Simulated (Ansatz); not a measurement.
**AlAs3: from a guess to a relaxed structure**

Aim: relax a trial structure of AlAs3 and see where it ends.

Program: Ansatz 0.2.0. Level of theory: DFT PBE, scalar-relativistic, plane waves, PAW. These are calculated values, not measurements.

2 further runs of the same task are left out: 1 that didn't finish, 1 set aside as unsound or not needed.

## (1) Starting point

The structure is cubic, space group Pm-3m (No. 221). The conventional cell has a = 4.526 Å, b = 4.526 Å, c = 4.526 Å, α = 90.00°, β = 90.00°, γ = 90.00°. Al (site symmetry m-3m) has 6 As at 2.26 Å in its first shell of neighbours. Around As (site symmetry 4/mmm) lie 2 Al at 2.26 Å.

Coordinates:

```cif
data_structure
_symmetry_space_group_name_H-M 'Pm-3m'
_symmetry_Int_Tables_number 221
_cell_length_a 4.5259
_cell_length_b 4.5259
_cell_length_c 4.5259
_cell_angle_alpha 90.000
_cell_angle_beta 90.000
_cell_angle_gamma 90.000
_cell_volume 92.71
loop_
_atom_site_label
_atom_site_type_symbol
_atom_site_symmetry_multiplicity
_atom_site_Wyckoff_symbol
_atom_site_fract_x
_atom_site_fract_y
_atom_site_fract_z
_atom_site_occupancy
Al1 Al 1 b 0.50000 0.50000 0.50000 1
As1 As 3 c 0.00000 0.50000 0.50000 1
```

A structure generator made this guess: random cell by space group and Wyckoff sites (Pm-3m, No. 221). Its size is a rough estimate.

## (2) The guess as it stands, on a coarse mesh

input.yaml

```yaml
crystal:
  lattice:
    - [4.52586988, 0.0, 0.0]
    - [0.0, 4.52586988, 0.0]
    - [0.0, 0.0, 4.52586988]
  atoms:
    - { symbol: Al, position: [0.5, 0.5, 0.5] }
    - { symbol: As, position: [0.0, 0.5, 0.5] }
    - { symbol: As, position: [0.5, 0.0, 0.5] }
    - { symbol: As, position: [0.5, 0.5, 0.0] }
basis:
  ecutwfc: 420
kpoints:
  mp_grid: { grid: [4, 4, 4] }
hamiltonian:
  xc: pbe
scf:
  occupations: { method: gaussian, width: 0.1 }
  lower_state_search: "off"
output:
  forces: true
  stress: true
  eigenvalues: true
```

On the command line:

```sh
$ ansatz run input.yaml --threads 1 --pin off --max-ram 2560MiB --backend cpu --events-out ev --progress --plain --runs-dir out
```

The session goes on with these runs: rough relaxation on the coarse mesh; full relaxation; the kicked end on a coarse mesh; coarse relaxation (after the kick); final relaxation (after the kick).

**Question.** What will these runs give? Wanted: conventional cell; volume; energy over the elements; gap on the mesh.

**Answer**, as computed:

| quantity | value |
| --- | --- |
| symmetry at the first end (tolerance 0.05 Å) | space group Pm-3m (No. 221) |
| conventional cell | a = 4.884 Å, b = 4.884 Å, c = 4.884 Å, α = 90.00°, β = 90.00°, γ = 90.00° |
| volume | 29.13 Å³/atom |
| energy over the elements | +0.72 eV/atom |
| gap on the mesh | none (metal) |

In words: The space group Pm-3m (No. 221) is kept, and the volume per atom grows by 25.7 % from the first guess. With a positive formation energy it can't be a ground state. No finished test with a distortion of lower symmetry is shown, so the end may be a saddle point.
